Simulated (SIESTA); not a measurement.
FeO2:

```
Fe O
1.0
     1.52243   -5.56429    0.00000
     1.52243    5.56429    0.00000
     0.00000    0.00000    3.89731
Fe O
2 4
Direct
  0.66239 0.33761 0.25000
  0.33761 0.66239 0.75000
  0.05221 0.94778 0.25000
  0.94778 0.05221 0.75000
  0.29070 0.70930 0.25000
  0.70930 0.29070 0.75000
```

The cell comes from a database or a generator and needn't be the stable form of this composition.

| Quantity | Value |
| --- | --- |
| Program | SIESTA 5.4.2 |
| Task | single point |
| Functional | PBEsol |
| Potentials or basis | PseudoDojo 0.4 standard (PBEsol files) |
| Basis | DZP (energy shift 0.003 Ry; two zetas on semicore shells) |
| Grid cutoff | 800 Ry |
| Energy shift | 0.003 Ry |
| k mesh | 9 × 9 × 7 |
| Occupations | fermi-dirac, width 0.05 eV |
| Spin | collinear spin, ferromagnetic start |
| Starting moments | [3.0, 3.0, 0.0, 0.0, 0.0, 0.0] μB |

On this cell: pressure -20.6 GPa; largest force 2.425 eV/Å; net moment 6.15 μB per cell; site moments Fe +2.94; O +0.10, +0.04 μB; band gap on the k mesh none (metal or under the smearing width).

The same run follows on a disturbed copy (atoms moved at random, drawn with an rms of 0.05 Å):

```xyz
6
Lattice="1.5224 -5.5643 0.0000 1.5224 5.5643 0.0000 0.0000 0.0000 3.8973" Properties=species:S:1:pos:R:3 pbc="T T T"
Fe    1.5530   -1.7551    0.9877
Fe    1.5248    1.8248    2.9589
O     1.5637    5.0215    0.9769
O     1.4661   -5.0016    2.9564
O     1.5350    2.3213    0.9807
O     1.5395   -2.3090    2.9163
```

Q: What does the disturbed cell give?

A: The energy (extrapolated to zero smearing) moves by +19.8 meV/atom; pressure -20.4 GPa; largest force 2.371 eV/Å; net moment 6.35 μB per cell; site moments Fe +3.16, +2.99; O +0.06, -0.00, +0.07, +0.08 μB; band gap on the k mesh none (metal or under the smearing width).

Forces in eV/Å, atoms in the order of the input:
```
Fe  -0.046  0.689 -0.028
Fe   0.164 -1.068 -0.166
O    0.066 -2.022 -0.027
O   -0.149  2.367  0.035
O   -0.056  0.570  0.050
O    0.021 -0.535  0.135
```

Stress tensor (GPa, compression positive):
```
-31.16   0.47  -0.05
  0.47 -19.67   0.49
 -0.05   0.49 -10.50
```

Caveats: short orbitals over semicore shells can move pressures by several GPa; the basis of atomic orbitals isn't converged, which shifts pressures, moduli and gaps; semilocal functionals often make such compounds metallic where correlation or magnetic order opens a gap, which also shifts bond lengths; only a ferromagnetic start was run, and an antiferromagnetic order may lie lower in energy; so large a pressure means that the cell lies far from this level's equilibrium, or that cutoff or potentials fall short (some runs); forces of over 1 eV/Å show positions far from the minimum, so gaps and moduli don't describe the material at rest (some runs).
